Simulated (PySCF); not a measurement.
# C3H11NSi2: runs on many settings, part 2 of 2

PySCF 2.14.0. Atoms count from 0. Earlier steps stand in the parts before.

### 3 TDDFT and polarisability: PBE0/def2-SVP

Job settings and geometry (Å):

```
{"job": {"kind": "uv", "xc": "PBE0", "basis": "def2-SVP", "nstates": 25, "ntriplets": 0, "tda": true}, "charge": 0, "multiplicity": 1}
N      2.306393    -0.228112     0.922116
Si     1.308435     0.117587    -0.447993
C      0.005096    -1.279146    -0.555464
C     -1.231701    -0.862876     0.242731
C     -1.706567     0.541208    -0.137343
Si    -0.239023     1.756124     0.038279
H      2.767587    -1.123269     0.974342
H      2.926551     0.487964     1.263392
H      2.056425     0.172148    -1.723618
H      0.371000    -2.236669    -0.184075
H     -0.280358    -1.435555    -1.597294
H     -2.039119    -1.586127     0.084058
H     -0.986468    -0.877951     1.308262
H     -2.564914     0.816819     0.475985
H     -2.054552     0.529945    -1.172943
H     -0.409599     2.882501    -0.888975
H     -0.236183     2.337440     1.388629
```

Level: TDA PBE0/def2-SVP, vertical, gas phase, core orbitals frozen in the response.

The program printed:

```text
coarse grid: 14392 points
cycle   1  E = -753.7805243636  dE =  4.163e-01  |g| = 5.239e-01  |ddm| = 3.950e+00
cycle   2  E = -753.7310577402  dE =  4.947e-02  |g| = 6.864e-01  |ddm| = 1.245e+00
cycle   3  E = -753.8488366596  dE = -1.178e-01  |g| = 3.859e-02  |ddm| = 7.589e-01
cycle   4  E = -753.8491896730  dE = -3.530e-04  |g| = 1.895e-02  |ddm| = 7.064e-02
cycle   5  E = -753.8492751265  dE = -8.545e-05  |g| = 5.552e-03  |ddm| = 2.415e-02
cycle   6  E = -753.8492832514  dE = -8.125e-06  |g| = 1.019e-03  |ddm| = 7.416e-03
final grid: 127560 points
cycle   7  E = -753.9409848681  dE = -1.997e-05  |g| = 8.267e-03  |ddm| = 2.702e-02
cycle   8  E = -753.9409710843  dE =  1.378e-05  |g| = 1.103e-02  |ddm| = 1.930e-02
cycle   9  E = -753.9410025026  dE = -3.142e-05  |g| = 2.939e-04  |ddm| = 1.134e-02
cycle  10  E = -753.9410025301  dE = -2.751e-08  |g| = 1.097e-04  |ddm| = 5.902e-04
cycle  11  E = -753.9410025325  dE = -2.375e-09  |g| = 4.776e-05  |ddm| = 1.459e-04
cycle  12  E = -753.9410025331  dE = -6.073e-10  |g| = 6.156e-06  |ddm| = 6.584e-05
converged SCF energy = -753.9410025331

Static polarisability (au): isotropic 85.946, principal 75.859 88.548 93.430

Singlet excitations
state   eV       nm        f      main configurations
  1   5.9402    208.7   0.00341   H->L 0.97
  2   6.5716    188.7   0.03051   H-1->L 0.92
  3   6.7318    184.2   0.02934   H->L+1 0.94
  4   7.2316    171.4   0.08090   H->L+2 0.60, H-1->L+1 0.29
  5   7.2619    170.7   0.06730   H-1->L+1 0.59, H->L+2 0.28
  6   7.6100    162.9   0.01078   H->L+3 0.85
  7   7.7016    161.0   0.02077   H-2->L 0.74, H-3->L 0.10
  8   7.9185    156.6   0.03002   H-3->L 0.68, H-1->L+2 0.17
  9   8.1069    152.9   0.08929   H-1->L+2 0.47, H-4->L 0.27, H-3->L 0.13
 10   8.2298    150.7   0.07292   H-2->L+1 0.64, H-4->L 0.10
 11   8.2818    149.7   0.02317   H-1->L+3 0.50, H-4->L 0.19, H-2->L+1 0.10
 12   8.3700    148.1   0.02232   H-1->L+3 0.37, H-4->L 0.29
 13   8.4774    146.3   0.08975   H-3->L+1 0.45, H->L+4 0.34
 14   8.5709    144.7   0.01799   H->L+4 0.47, H-3->L+1 0.26
 15   8.6391    143.5   0.05203   H-5->L 0.46, H-4->L+1 0.25
 16   8.6724    143.0   0.01063   H-6->L 0.78
 17   8.6815    142.8   0.00811   H->L+5 0.54, H->L+8 0.08
 18   8.7898    141.1   0.02559   H-4->L+1 0.34, H-2->L+2 0.21, H-5->L 0.21
 19   8.8776    139.7   0.08473   H-2->L+2 0.45, H-1->L+4 0.19, H-4->L+1 0.09
 20   9.0117    137.6   0.07818   H-1->L+4 0.40, H->L+6 0.17, H-5->L+1 0.15
 21   9.0197    137.5   0.12407   H-1->L+4 0.25, H-5->L+1 0.19, H-2->L+2 0.13
 22   9.0741    136.6   0.03997   H-3->L+2 0.45, H->L+6 0.18, H-5->L+1 0.16
 23   9.1042    136.2   0.01017   H-6->L+1 0.82
 24   9.1401    135.6   0.05329   H->L+6 0.25, H-1->L+5 0.23, H-3->L+2 0.14
 25   9.2142    134.6   0.06767   H->L+7 0.27, H-5->L+1 0.15, H-1->L+5 0.10
```

It took 24 s on 1 thread, shared host.

Frontier orbitals and where they lie:

| orbital | eV | atoms |
| --- | --- | --- |
| HOMO−3 | -8.82 | Si1 26 %, N0 19 %, C2 19 % |
| HOMO−2 | -8.57 | Si5 30 %, C4 25 %, H16 8 % |
| HOMO−1 | -7.46 | Si1 25 %, Si5 21 %, C2 18 % |
| HOMO | -6.95 | N0 57 %, Si1 12 %, H8 11 % |
| LUMO | 0.36 | Si1 36 %, Si5 30 %, H16 8 % |
| LUMO+1 | 0.86 | Si5 37 %, Si1 20 %, C4 8 % |
| LUMO+2 | 1.56 | Si1 39 %, Si5 36 %, H6 6 % |

With each of the 25 states as a Gaussian band of 0.4 eV half-width at 1/e, the curve within the window shown has maxima at 170 nm (ε 6,800), 138 nm (ε 21,000) L/(mol cm). Beyond the last state computed it falls off for lack of states. The curve at chosen wavelengths:

```tsv
nm	ε (L/mol/cm)
130	5176
134	15090
138	20611
142	18419
146	15589
150	13443
154	10268
158	7045
162	5700
166	6227
170	6840
174	6267
178	4951
183	3582
187	2844
191	2153
195	1465
199	897
203	521
207	311
211	200
215	135
219	90
223	56
227	32
231	17
```

Ground-state properties from the same run:

| property | computed |
| --- | --- |
| dipole moment (D) | 1.26 |
| polarisability (Å³) | 12.74 |
| HOMO–LUMO gap (eV) | 7.31 |
| −ε(HOMO) (eV) | 6.95 |

### 4 Ultraviolet spectrum: revPBE/aug-cc-pVDZ

The job, as its differences from that of step 3:

```diff
@@ -1,2 +1,2 @@
-{"job": {"kind": "uv", "xc": "PBE0", "basis": "def2-SVP", "nstates": 25, "ntriplets": 0, "tda": true}, "charge": 0, "multiplicity": 1}
+{"job": {"kind": "uv", "xc": "revPBE", "basis": "aug-cc-pVDZ", "nstates": 1, "ntriplets": 0, "tda": false, "scf": {"guess": "sap"}, "grid": 3}, "charge": 0, "multiplicity": 1}
 N      2.306393    -0.228112     0.922116
```

Method: TDDFT revPBE/aug-cc-pVDZ, vertical, gas phase, core orbitals frozen in the response.

The program printed:

```text
final grid: 202504 points
cycle   1  E = -714.7390939963  dE =  3.581e+01  |g| = 7.305e+00  |ddm| = 3.025e+02
cycle   2  E = -680.8341546003  dE =  3.390e+01  |g| = 1.236e+01  |ddm| = 3.114e+02
cycle   3  E = -737.4032165104  dE = -5.657e+01  |g| = 6.310e+00  |ddm| = 1.253e+02
cycle   4  E = -728.6048997593  dE =  8.798e+00  |g| = 6.734e+00  |ddm| = 3.358e+01
cycle   5  E = -753.7534143625  dE = -2.515e+01  |g| = 1.504e+00  |ddm| = 2.390e+01
cycle   6  E = -754.1744487586  dE = -4.210e-01  |g| = 1.143e+00  |ddm| = 7.184e+00
cycle   7  E = -754.4728061225  dE = -2.984e-01  |g| = 4.768e-01  |ddm| = 3.290e+00
cycle   8  E = -754.5356415768  dE = -6.284e-02  |g| = 9.467e-02  |ddm| = 1.159e+00
cycle   9  E = -754.5375242398  dE = -1.883e-03  |g| = 6.660e-02  |ddm| = 4.521e-01
cycle  10  E = -754.5385511932  dE = -1.027e-03  |g| = 2.292e-02  |ddm| = 1.817e-01
cycle  11  E = -754.5387088087  dE = -1.576e-04  |g| = 4.650e-03  |ddm| = 6.450e-02
cycle  12  E = -754.5387154126  dE = -6.604e-06  |g| = 1.044e-03  |ddm| = 1.627e-02
cycle  13  E = -754.5387158028  dE = -3.902e-07  |g| = 1.573e-04  |ddm| = 3.873e-03
cycle  14  E = -754.5387158112  dE = -8.435e-09  |g| = 7.614e-05  |ddm| = 7.579e-04
cycle  15  E = -754.5387158129  dE = -1.664e-09  |g| = 1.618e-05  |ddm| = 2.224e-04
cycle  16  E = -754.5387158130  dE = -8.390e-11  |g| = 4.115e-06  |ddm| = 5.864e-05
converged SCF energy = -754.5387158130

Static polarisability (au): isotropic 102.923, principal 90.816 106.463 111.489

Singlet excitations
state   eV       nm        f      main configurations
  1   4.8818    254.0   0.00698   H->L 0.99
```

Wall time 2 min (1 thread, shared host).

This run: HOMO -5.73 eV, LUMO -0.91 eV; lowest singlet 4.88 eV.

### 5 Ultraviolet spectrum: HF/def2-SVPD

The job, as its differences from that of step 4:

```diff
@@ -1,2 +1,2 @@
-{"job": {"kind": "uv", "xc": "revPBE", "basis": "aug-cc-pVDZ", "nstates": 1, "ntriplets": 0, "tda": false, "scf": {"guess": "sap"}, "grid": 3}, "charge": 0, "multiplicity": 1}
+{"job": {"kind": "uv", "xc": "HF", "basis": "def2-SVPD", "nstates": 12, "ntriplets": 0, "tda": true, "scf": {"level_shift": 0.2, "guess": "sap"}}, "charge": 0, "multiplicity": 1}
 N      2.306393    -0.228112     0.922116
```

Level: TDA HF/def2-SVPD, vertical, gas phase, core orbitals frozen in the response.

The program printed:

```text
final grid: 127560 points
cycle   1  E = -745.3947461791  dE =  2.587e+00  |g| = 3.478e+00  |ddm| = 2.511e+02
cycle   2  E = -732.6984464362  dE =  1.270e+01  |g| = 7.274e+00  |ddm| = 2.512e+02
cycle   3  E = -751.0561549262  dE = -1.836e+01  |g| = 1.828e+00  |ddm| = 1.141e+01
cycle   4  E = -751.7565437832  dE = -7.004e-01  |g| = 9.357e-01  |ddm| = 2.582e+00
cycle   5  E = -751.9772229475  dE = -2.207e-01  |g| = 4.432e-01  |ddm| = 1.329e+00
cycle   6  E = -752.0446142685  dE = -6.739e-02  |g| = 1.394e-01  |ddm| = 9.134e-01
cycle   7  E = -752.0532931278  dE = -8.679e-03  |g| = 3.176e-02  |ddm| = 3.842e-01
cycle   8  E = -752.0539675677  dE = -6.744e-04  |g| = 9.905e-03  |ddm| = 1.170e-01
cycle   9  E = -752.0540677378  dE = -1.002e-04  |g| = 4.037e-03  |ddm| = 5.603e-02
cycle  10  E = -752.0540859993  dE = -1.826e-05  |g| = 1.677e-03  |ddm| = 2.298e-02
cycle  11  E = -752.0540898149  dE = -3.816e-06  |g| = 6.479e-04  |ddm| = 1.027e-02
cycle  12  E = -752.0540904336  dE = -6.187e-07  |g| = 2.394e-04  |ddm| = 4.029e-03
cycle  13  E = -752.0540905189  dE = -8.528e-08  |g| = 8.547e-05  |ddm| = 1.563e-03
cycle  14  E = -752.0540905294  dE = -1.048e-08  |g| = 3.017e-05  |ddm| = 6.232e-04
cycle  15  E = -752.0540905306  dE = -1.265e-09  |g| = 1.022e-05  |ddm| = 2.672e-04
cycle  16  E = -752.0540905308  dE = -1.385e-10  |g| = 3.775e-06  |ddm| = 1.028e-04
level shift removed, Fock matrix diagonalised once more
converged SCF energy = -752.0540905308

Static polarisability (au): isotropic 89.116, principal 79.633 92.700 95.016

Singlet excitations
state   eV       nm        f      main configurations
  1   6.9900    177.4   0.03874   H->L 0.41, H->L+3 0.13, H-1->L 0.10
  2   7.5572    164.1   0.06422   H-1->L 0.28, H->L+1 0.17, H->L+2 0.15
  3   7.6126    162.9   0.07717   H->L+2 0.24, H-1->L 0.23, H->L+3 0.09
  4   8.3361    148.7   0.02502   H->L+1 0.44, H->L 0.23
  5   8.5363    145.2   0.20506   H->L+3 0.27, H-1->L+2 0.09, H->L+2 0.09
  6   8.6928    142.6   0.02258   H-1->L+2 0.19, H-1->L+6 0.15, H-3->L 0.14
  7   8.7781    141.2   0.10318   H-1->L+2 0.20, H-1->L+1 0.14, H->L+3 0.12
  8   9.0191    137.5   0.06770   H-2->L+1 0.32, H-2->L 0.09, H->L+7 0.09
  9   9.0515    137.0   0.15672   H->L+5 0.19, H-2->L+1 0.11, H-1->L 0.08
 10   9.2100    134.6   0.03166   H-2->L+3 0.14, H-2->L+2 0.12
 11   9.3221    133.0   0.02066   H-1->L+9 0.12, H->L+4 0.10, H->L+3 0.10
 12   9.4400    131.3   0.00964   H-1->L+3 0.13, H->L+6 0.09
```

Run time: 13 s. Hardware: 1 thread, shared host.

This run: HOMO -9.96 eV, LUMO 2.46 eV; lowest singlet 6.99 eV.

### 6 Side by side: electronic excitations

Excitations and ground-state properties, with basis size and wall time:

| run | lowest singlet (eV) | brightest (eV) | f | gap (eV) | α (Å³) | μ (D) | functions | time |
| --- | --- | --- | --- | --- | --- | --- | --- | --- |
| PBE0/def2-SVP | 5.94 | 9.02 | 0.124 | 7.31 | 12.74 | 1.26 | 147 | 24 s |
| revPBE/aug-cc-pVDZ | 4.88 | 4.88 | 0.007 | 4.82 | 15.25 | 1.06 | 245 | 2 min |
| HF/def2-SVPD | 6.99 | 8.54 | 0.205 | 12.42 | 13.21 | 1.11 | 216 | 13 s |

### 7 What came out

The summary covers parts 1 to 2.

| quantity | value |
| --- | --- |
| largest coupling of the table (KT3/def2-SVPD) | 1J(C,H) C3–H11, 172.4 Hz |
| lowest singlet (PBE0/def2-SVP) | 5.94 eV (209 nm), f = 0.003 |
| brightest single state of those computed | state 21, 9.02 eV, f = 0.124 |
| range of the lowest singlet | 4.88 to 6.99 eV |

Single values in the summary come from the first run of each kind that ended normally (KT3/def2-SVPD; PBE0/def2-SVP), which need not be the best level. In the run at KT3/def2-SVPD, the largest coupling of the table is C3–H11, 172.4 Hz, of which the Fermi-contact term gives 170.8 Hz. Couplings across rotatable bonds belong to this one conformer; where others are populated, the observed values are averages. The first singlet state (HOMO→LUMO 0.97) lies at 5.94 eV and is weak; of the 25 states computed, the strongest absorption comes from states 20 to 21 together at 9.02 eV. States above −ε(HOMO) lie where TDDFT describes them poorly and they hang on the basis; the brightest is among them. The basis of PBE0/def2-SVP has no diffuse functions, so Rydberg states are missing and the high states are unreliable. The lowest singlet runs from 4.88 eV (revPBE/aug-cc-pVDZ) to 6.99 eV (HF/def2-SVPD), while the orbital gap spans 4.82 to 12.42 eV. The lowest state need not be the same one in every run. The runs solved for a few states only, so the brightest column depends on that window. Couplings from bases without tight functions are rough.
